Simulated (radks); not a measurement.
# N⁺ in [He] 2s2 2p2: an all-electron calculation

One table from this session's results is given with a row withheld; the runs are named, their logs left out.

Method: Dirac Kohn-Sham, PBE, spin-unpolarised, spherical densities, point nucleus; open shells fill j = l - 1/2 first. Code: radks (a radial shooting solver on a logarithmic mesh, Libxc functionals) version 1.

### Starting point

- element: nitrogen (Z = 7)
- charge: +1
- electrons: 6
- configuration: [He] 2s2 2p2

Set-up of the first run:

Input:

```text
Z 7
configuration [He] 2s2 2p2
relativity Dirac
functional pbe,pbe
spin unpolarised
j_filling energy
nucleus point
c 137.035999084
```

One table of the session follows, with a row left open; its other results are not shown here.

It belongs to the step «Radial structure». Sizes of the orbitals, from the radial functions (bohr):

| level | <r> | outermost maximum (interpolated) | 90 % within |
| --- | --- | --- | --- |
| 1s1/2 | ? | ? | ? |
| 2s1/2 | 1.245 | 0.988 | 1.97 |
| 2p1/2 | 1.275 | 0.918 | 2.15 |
| 2p3/2 | 1.277 | 0.919 | 2.16 |

Estimate the missing values for 1s1/2.

As computed: <r>: 0.2296; outermost maximum (interpolated): 0.148; 90 % within: 0.412. In the column «<r>» it is the lowest.

Caveats from the session: Spin polarisation and multiplet splitting are left out.
